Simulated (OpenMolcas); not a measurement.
# CuNH4 (Cu(NH3)H) at 5 levels

Wanted: a comparison of 5 runs (PBE/pcseg-1, PBE0/def2-SVP, PBE/cc-pVDZ, CISD/ANO-S-VDZP, CCSD(T)/def2-SVP) of CuNH4 (Cu(NH3)H). 

Program for the calculation: OpenMolcas 26.06.

5 further runs of the same task are left out: 5 set aside as unsound or not needed.

### Step 1. Starting point

CuNH4: 6 atoms, total charge 0, spin state singlet. As SMILES, `[H][Cu]<-[NH3]`. The shape comes from GFN2-xTB, which is rough for such elements, and wasn't checked as a minimum.

Bond lengths: Cu1–N2 1.969 Å, N2–H3 1.018 Å, N2–H4 1.018 Å, N2–H5 1.018 Å, Cu1–H6 1.446 Å. Angles: Cu1–N2–H3 109.7°, Cu1–N2–H4 108.8°, Cu1–N2–H5 109.5°, N2–Cu1–H6 179.3°, H3–N2–H4 109.6°, H3–N2–H5 109.6°, H4–N2–H5 109.7°.

### Step 2. Energy and forces at PBE/pcseg-1 (run 1)

The input, job.inp:

```
&GATEWAY
  BasLib=$CurrDir
  Coord
  6
  angstrom
  Cu      -0.012740       0.006930      -1.240190
  N        0.000760      -0.001200       0.729060
  H       -0.413680       0.860500       1.078460
  H        0.964450      -0.071390       1.049950
  H       -0.532190      -0.799250       1.068800
  H       -0.006600       0.004410      -2.686070
  Basis=pcseg-1
  Group=NoSym

&SEWARD
  GridInput
  Grid=UltraFine
  End of Grid

&SCF
  KSDFT=PBE
  Thresholds=1e-10 1e-07 1e-07 1e-05
  PrOrbitals=1 1

&ALASKA
```

The basis set pcseg-1 is read from a file made from the Basis Set Exchange's data (not shown).

The run is started by

```
$ export MOLCAS_MEM=1860
$ pymolcas job.inp > job.log
```

The log of the run:

```text
--- Start Module: gateway ---
[...]
--- Stop Module: gateway /rc=_RC_ALL_IS_WELL_ ---
[...]
      Basis functions           65
[...]
--- Start Module: scf ---
[...]
       Convergence after  17 Iterations
[...]
::    Total KS-DFT energy                           -1697.1875394954
[...]
      Total spin, S                                     0.0000000000
[...]
      Total electronic charge=   40.000000
      Total            charge=   -0.000000
[...]
      Dipole Moment (debye):
      Origin of the operator (angstrom)=   -0.0096    0.0051   -0.8315
                   X=  2.9294E-02               Y= -1.6190E-02               Z=  6.1317E+00           Total=  6.1318E+00
      Quadrupole Moment (debye*angstrom):
[...]
--- Stop Module: scf /rc=_RC_ALL_IS_WELL_ ---
[...]
--- Start Module: alaska ---
[...]
 *              Molecular gradients               *
 **************************************************
  Irreducible representation: a
 ------------------------------------------------------------------------------------------
                              X                       Y                       Z
 ------------------------------------------------------------------------------------------
  CU1              -2.37179500254175E-04    1.90318185039409E-04   -1.00339437202468E-02
  N2                2.05526321772787E-04   -2.32014072718299E-04    1.33442618988617E-02
  H3                2.89508592742749E-03   -6.07106844609628E-03   -6.18862033261047E-03
  H4               -6.73028505762829E-03    5.63391358515575E-04   -6.18999730799130E-03
  H5                3.67457654932268E-03    5.67244728420402E-03   -6.17133229371669E-03
  H6                1.92275759361017E-04   -1.23074308980137E-04    1.52396317556329E-02
 ------------------------------------------------------------------------------------------
--- Stop Module: alaska /rc=_RC_ALL_IS_WELL_ ---
[...]
```

Wall time 17 s (1 thread of Arm Neoverse V2, shared host); peak memory 0.4 GiB.

### Step 3. Energy and forces at PBE0/def2-SVP (run 2)

The input, calc.input:

```
&GATEWAY
BasLib
$CurrDir
Coord
6
angstrom
Cu      -0.012740       0.006930      -1.240190
N        0.000760      -0.001200       0.729060
H       -0.413680       0.860500       1.078460
H        0.964450      -0.071390       1.049950
H       -0.532190      -0.799250       1.068800
H       -0.006600       0.004410      -2.686070
Basis
def2-SVP
Group
NoSym
&SEWARD
GridInput
Grid=UltraFine
End of Grid
&SCF
KSDFT
PBE0
Thresholds
1e-10 1e-07 1e-07 1e-05
PrOrbitals
1 1
&ALASKA
```

The basis set def2-SVP is read from a file made from the Basis Set Exchange's data (not shown).

The run is started by

```
$ export MOLCAS_MEM=1860
$ pymolcas calc.input > calc.log
```

The log of the run:

```text
--- Start Module: gateway ---
[...]
--- Stop Module: gateway /rc=_RC_ALL_IS_WELL_ ---
[...]
      Basis functions           65
[...]
--- Start Module: scf ---
[...]
       Convergence after  12 Iterations
[...]
::    Total KS-DFT energy                           -1697.0861235831
[...]
      Total spin, S                                     0.0000000000
[...]
      Total electronic charge=   40.000000
      Total            charge=   -0.000000
[...]
      Dipole Moment (debye):
      Origin of the operator (angstrom)=   -0.0096    0.0051   -0.8315
                   X=  2.7305E-02               Y= -1.5216E-02               Z=  6.5951E+00           Total=  6.5952E+00
      Quadrupole Moment (debye*angstrom):
[...]
--- Stop Module: scf /rc=_RC_ALL_IS_WELL_ ---
[...]
--- Start Module: alaska ---
[...]
 *              Molecular gradients               *
 **************************************************
  Irreducible representation: a
 ------------------------------------------------------------------------------------------
                              X                       Y                       Z
 ------------------------------------------------------------------------------------------
  CU1              -2.21305317648912E-04    1.79637023820914E-04   -1.00949271350625E-02
  N2                1.06697723700908E-04   -1.95387443873540E-04    8.02845901600513E-03
  H3               -1.02880757414603E-04    1.55452403297396E-04   -3.70728892071970E-03
  H4                2.18957820819377E-04    6.05041516573701E-05   -3.91507391946000E-03
  H5               -1.78894628763526E-04   -8.63932130341638E-05   -3.76339386907887E-03
  H6                1.77425159302583E-04   -1.13812921843096E-04    1.34522248281828E-02
 ------------------------------------------------------------------------------------------
--- Stop Module: alaska /rc=_RC_ALL_IS_WELL_ ---
[...]
```

Run time: 13 s. Hardware: 1 thread of Arm Neoverse V2, shared host; peak memory 0.4 GiB.

Runs 3 to 4 aren't shown in full; the table further down has their settings and results.

### Step 4. A single-point energy at CCSD(T)/def2-SVP (run 5)

The input, job.inp:

```
* CuH4N CCSD(T)

&GATEWAY
  BASLIB
  $CurrDir
  COORD
  6
  angstrom
  Cu      -0.012740       0.006930      -1.240190
  N        0.000760      -0.001200       0.729060
  H       -0.413680       0.860500       1.078460
  H        0.964450      -0.071390       1.049950
  H       -0.532190      -0.799250       1.068800
  H       -0.006600       0.004410      -2.686070
  BASIS
  def2-SVP
  GROUP
  NoSym

&SEWARD

&SCF
  THRESHOLDS
  1e-10 1e-07 1e-07 1e-05
  PRORBITALS
  1 2

&RASSCF
  FILEORB
  $Project.ScfOrb
  SPIN
  1
  NACTEL
  0 0 0
  INACTIVE
  20
  RAS2
  0
  OUTORBITALS
  Canonical
  ORBLISTING
  Nothing

&MOTRA
  JOBIPH
  FROZEN
  6

&CCSDT
  CCT
  TRIPLES
  2
  ITERATIONS
  80
  ACCURACY
  1e-08
  EXTRAPOLATION
  5 4
```

The basis set def2-SVP is read from a file made from the Basis Set Exchange's data (not shown).

The run is started by

```
$ export MOLCAS_MEM=1860
$ pymolcas job.inp > job.log
```

The log of the run:

```text
--- Start Module: gateway ---
[...]
--- Stop Module: gateway /rc=_RC_ALL_IS_WELL_ ---
[...]
      Basis functions           65
[...]
       Convergence after  13 Iterations
[...]
::    Total SCF energy                              -1695.4240662590
[...]
      Total spin, S                                     0.0000000000
[...]
      Number of active orbitals                  0
[...]
      Spin quantum number                      0.0
[...]
      Active orbitals                            0
[...]
      Number of CSFs                             1
[...]
      Number of root(s) required                 1
[...]
      Convergence after  4 iterations
[...]
      Natural orbitals and occupation numbers for root  1
      ************************************************************************************************************************
      *                                                    Final results                                                     *
      ************************************************************************************************************************
[...]
::    RASSCF root number  1 Total energy:  -1695.42406626
[...]
      Total electronic charge=   40.000000
      Total            charge=   -0.000000
[...]
      Dipole Moment (debye):
      Origin of the operator (angstrom)=   -0.0096    0.0051   -0.8315
                   X=  2.2000E-02               Y= -1.2260E-02               Z=  7.2559E+00           Total=  7.2559E+00
      Quadrupole Moment (debye*angstrom):
[...]
--- Start Module: motra ---
[...]
      *** WARNING: Default frozen orbitals is overwritten by user input.
      *** Default values:   7
[...]
--- Stop Module: motra /rc=_RC_ALL_IS_WELL_ ---
--- Start Module: ccsdt ---
[...]
      Convergence after                    22  Iterations
      Total energy (diff) :   -1696.00535731      -0.00000000
[...]
 METHOD                       : CCSD+T(CCSD)+<T3(1)WT1> = CCSD(T)
[...]
       CCSD     =     -1696.0053573107280
[...]
--- Stop Module: ccsdt /rc=_RC_ALL_IS_WELL_ ---
[...]
```

It took 31 s on 1 thread of Arm Neoverse V2, shared host; peak memory 0.4 GiB.

### Step 5. The series

```tsv
run	level	task	integration grid	energy (Eh)	dipole moment (D) of the reference	HOMO energy (eV)	LUMO energy (eV)	wall time
1	PBE/pcseg-1	gradient	UltraFine	-1697.187539	6.13	-4.30	-0.79	17 s
2	PBE0/def2-SVP	gradient	UltraFine	-1697.086124	6.60	-5.28	0.10	13 s
3	PBE/cc-pVDZ	gradient	UltraFine	-1697.417297	6.32	-4.47	-1.02	26 s
4	CISD/ANO-S-VDZP	energy	–	-1696.450680	7.16	-8.18	1.56	29 s
5	CCSD(T)/def2-SVP	energy	–	-1696.027338	7.26	-7.95	2.34	31 s
```

### Step 6. Results

| quantity | value |
| --- | --- |
| run 5: total energy | -1696.02734 Eh |
| run 5: dipole moment (mean-field density) | 7.26 D |
| run 5: HOMO energy (Hartree–Fock orbitals) | -7.95 eV |
| run 5: LUMO energy (Hartree–Fock orbitals) | 2.34 eV |
| run 5: HOMO–LUMO gap (Hartree–Fock orbitals) | 10.29 eV |
| run 5: correlation energy (6 core orbitals frozen) | -603.3 mEh |
| run 5: (T) correction | -21.98 mEh |

**Reading.** Over runs 1, 2, 3 the dipole moment (its size) runs from 6.13 D (PBE/pcseg-1) to 6.60 D (PBE0/def2-SVP). The two ends differ in method and basis. Over runs 1, 2, 3 the HOMO–LUMO gap runs from 3.45 eV (PBE/cc-pVDZ) to 5.38 eV (PBE0/def2-SVP). Totals of different functionals can't be ranked against each other. All runs together took 1.9 min, the longest 31 s.
